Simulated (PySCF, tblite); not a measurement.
# C5H11FSi: geometry, infrared bands and NMR shifts

Wanted: the infrared bands and NMR shifts of C5H11FSi (`C/C(F)=C(/C)C[SiH3]`), by calculation.

Computed with tblite 0.8.0 and PySCF 2.14.0, with density-fitted response routines of our own, on a single molecule in the gas phase. Atoms are numbered from 0 throughout.

### Step 1. The molecule as given

18 atoms, charge 0, multiplicity 1; geometry from: force field or distance geometry start.

Bonds of the start (Å): C0–C1 1.48, C1–F2 1.38, C1–C3 1.32, C3–C4 1.52, C3–C5 1.47, C5–Si6 1.87, C0–H7 1.13, C0–H8 1.10, C0–H9 1.10, C4–H10 1.08, C4–H11 1.13, C4–H12 1.12, C5–H13 1.12, C5–H14 1.11, Si6–H15 1.45, Si6–H16 1.48, Si6–H17 1.47.

### Step 2. Geometry optimisation with GFN2-xTB

What the job is given:

```
{"job": {"kind": "relax", "xc": "GFN2-xTB", "basis": "xTB"}, "charge": 0, "multiplicity": 1}
C     -1.357200     1.949800     0.026700
C     -1.398300     0.516500     0.397900
F     -2.425700     0.099700     1.211400
C     -0.486400    -0.359000     0.011300
C     -0.637100    -1.797500     0.486600
C      0.649500     0.018900    -0.843800
Si     2.325100    -0.283000    -0.070900
H     -2.070400     2.477300     0.720900
H     -0.347900     2.385000     0.089200
H     -1.752400     2.053900    -0.994300
H     -0.829200    -1.882600     1.548400
H     -1.524700    -2.244600    -0.051900
H      0.250100    -2.386100     0.129900
H      0.623100    -0.617200    -1.766500
H      0.570100     1.078900    -1.161600
H      2.572500    -1.712800     0.006400
H      3.351600     0.295600    -0.967400
H      2.478500     0.413500     1.216100
```

On the command line:

```bash
$ OMP_NUM_THREADS=1 python probes_run.py task.json out
```

The driver reads the jobs from task.json and runs them one after another.

**Question.** This job is followed by: GFN2-xTB harmonic vibrations, gas phase; GIAO PBE0/pcSseg-1 NMR shielding, non-relativistic, gas phase. Predict these results of the whole session: strongest single infrared mode (GFN2-xTB); zero-point energy (GFN2-xTB); ¹³C shifts against TMS (PBE0/pcSseg-1); ¹H shifts against TMS (PBE0/pcSseg-1, means over atoms taken as alike); ¹⁹F shifts against CFCl3 (PBE0/pcSseg-1); ²⁹Si shifts against TMS (PBE0/pcSseg-1).

The runs gave:

| quantity | value |
| --- | --- |
| strongest single infrared mode (GFN2-xTB) | 2262 cm⁻¹, 380 km/mol |
| zero-point energy (GFN2-xTB) | 87.9 kcal/mol |
| ¹³C shifts against TMS (PBE0/pcSseg-1) | 159.3, 116.3, 18.0, 16.9, 15.1 ppm |
| ¹H shifts against TMS (PBE0/pcSseg-1, means over atoms taken as alike) | 3.82, 2.10, 1.83, 1.42 ppm |
| ¹⁹F shifts against CFCl3 (PBE0/pcSseg-1) | -98.8 ppm |
| ²⁹Si shifts against TMS (PBE0/pcSseg-1) | -79.6 ppm |

The optimisation took 106 steps and gained 0.352 eV; among the close pairs (by a distance rule), C5–Si6 changed most, from 1.870 to 1.911 Å. No mode is imaginary among the 48: a minimum at this level. The strongest single mode, at 2262 cm⁻¹, moves mainly H16. GFN2-xTB is a fitted tight-binding method: band positions and strengths are rough. Its intensities can rank the bands wrongly. At PBE0/pcSseg-1: Shielding is most anisotropic at C3 (span 181 ppm, paramagnetic term -195 ppm).
